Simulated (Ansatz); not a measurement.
# Ga2SbP: a single-point run

The task is a single-point run on Ga2SbP. The structure is shown as the input types it. The cell is built on a prototype (ordering on zincblende) and needn't be the phase found in nature.

Computed with Ansatz 0.2.0 (density functional or hybrid calculation with the settings of its input, plane waves, unless a step's input says otherwise).

2 further runs of the same task are left out: 2 that didn't finish.

## Step 1: The starting structure

It takes space group P-4m2 (No. 115, tetragonal). Conventional cell: a = 4.093 Å, b = 4.093 Å, c = 5.803 Å, α = 90.00°, β = 90.00°, γ = 90.00°. Around P (site symmetry -4m2) lie 4 Ga at 2.42 Å. Ga (site symmetry 2mm) has 2 P at 2.42 Å and 2 Sb at 2.60 Å as nearest neighbours. Sb (site symmetry -4m2) is surrounded by 4 Ga at 2.60 Å.

Structure file:

```cif
data_structure
_symmetry_space_group_name_H-M 'P 1'
_symmetry_Int_Tables_number 1
_cell_length_a 4.0926
_cell_length_b 4.0926
_cell_length_c 5.8035
_cell_angle_alpha 90.000
_cell_angle_beta 90.000
_cell_angle_gamma 90.000
_cell_volume 97.21
loop_
_atom_site_label
_atom_site_type_symbol
_atom_site_fract_x
_atom_site_fract_y
_atom_site_fract_z
_atom_site_occupancy
P1 P 0.00000 0.00000 0.00000 1
Ga1 Ga 0.00000 0.50000 0.77597 1
Sb1 Sb 0.50000 0.50000 0.50000 1
Ga2 Ga 0.50000 0.00000 0.22403 1
```

## Step 2: Running it

Input file input.yaml:

```yaml
crystal:
  lattice:
    - [4.0926218747, 0.0, 0.0]
    - [0.0, 4.0926218747, 0.0]
    - [0.0, 0.0, 5.8034925813]
  atoms:
    - { symbol: P, position: [0.0, 0.0, 0.0] }
    - { symbol: Ga, position: [0.0, 0.5, 0.7759653733] }
    - { symbol: Sb, position: [0.5, 0.5, 0.5] }
    - { symbol: Ga, position: [0.5, 0.0, 0.2240346267] }
kpoints:
  mp_grid: { grid: [4, 4, 2] }
hamiltonian:
  xc: { exchange: pbe, correlation: pbe, exx: { coeff: -0.2, omega: 0.1 } }
scf:
  occupations: { method: fermi_dirac, width: 0.02 }
  n_extra_bands: 5
output:
  forces: true
  stress: true
  eigenvalues: true
```

Run with:

```bash
> ansatz run input.yaml --threads 4 --pin off --max-ram 3686MiB --backend cpu --events-out ev --progress --plain --runs-dir out
```

Q: Will this input give a usable result? If not, why, and what should change?

Nothing was computed: the input was turned down at the start. It says: «invalid value for `hamiltonian.xc.exx.coeff`: must be finite and in (0, 1]; got -0.2»

In the input, hamiltonian.xc.exx.coeff is -0.2. The number typed is not permitted for that setting.

The cure: set hamiltonian.xc.exx.coeff to 1.0.
